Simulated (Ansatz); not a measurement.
ScTaN:

```
CELL_PARAMETERS angstrom
3.08507 0.00000 0.00000
-1.54253 2.67175 0.00000
0.00000 0.00000 10.34014
ATOMIC_POSITIONS crystal
Ta 0.33333 0.66667 0.24563
Ta 0.66667 0.33333 0.75437
Sc 0.00000 0.00000 0.00000
Sc 0.00000 0.00000 0.50000
N 0.33333 0.66667 0.62984
N 0.66667 0.33333 0.37016
```

The cell comes from a database or a generator and needn't be the stable form of this composition.

```yaml
Program: Ansatz 0.2.0
Task: relaxation of cell and atoms
Functional: PBEsol
Potentials_or_basis: Ansatz PAW earlier set
Cutoff: "870 eV (not typed: the program's choice for these potentials)"
k_mesh: 10 × 10 × 3
Occupations: fermi-dirac, width 0.05 eV
Spin: no spin polarisation
```

At the start: volume 14.20 Å³/atom.

Q: Where does the relaxation end?

A: It ends after 6 steps and the volume is 13.74 Å³/atom (-3.2 %); space group P-3m1 (No. 164, to 0.05 Å).

The path:
```tsv
step	energy change (eV)	largest force (eV/Å)	volume (Å³)
1	0.0000	0.3253	85.23
2	-0.0576	0.0523	82.86
3	-0.0590	0.0071	82.42
4	-0.0590	0.0044	82.45
5	-0.0590	0.0001	82.46
6	-0.0588	0.0001	82.46
```

Final structure:
```
CELL_PARAMETERS angstrom
3.05367 0.00000 0.00000
-1.52684 2.64456 0.00000
0.00000 0.00000 10.21144
ATOMIC_POSITIONS crystal
Ta 0.33333 0.66667 0.24576
Ta 0.66667 0.33333 0.75424
Sc 0.00000 0.00000 0.00000
Sc 0.00000 0.00000 0.50000
N 0.33333 0.66667 0.62991
N 0.66667 0.33333 0.37009
```

Caveat: the plane-wave basis is chosen anew once the cell has moved, so the energies of steps on either side of that aren't comparable; the PAW data sets come from PBE, with cores solved anew for the run's functional, which leaves a small shift of forces and pressure.
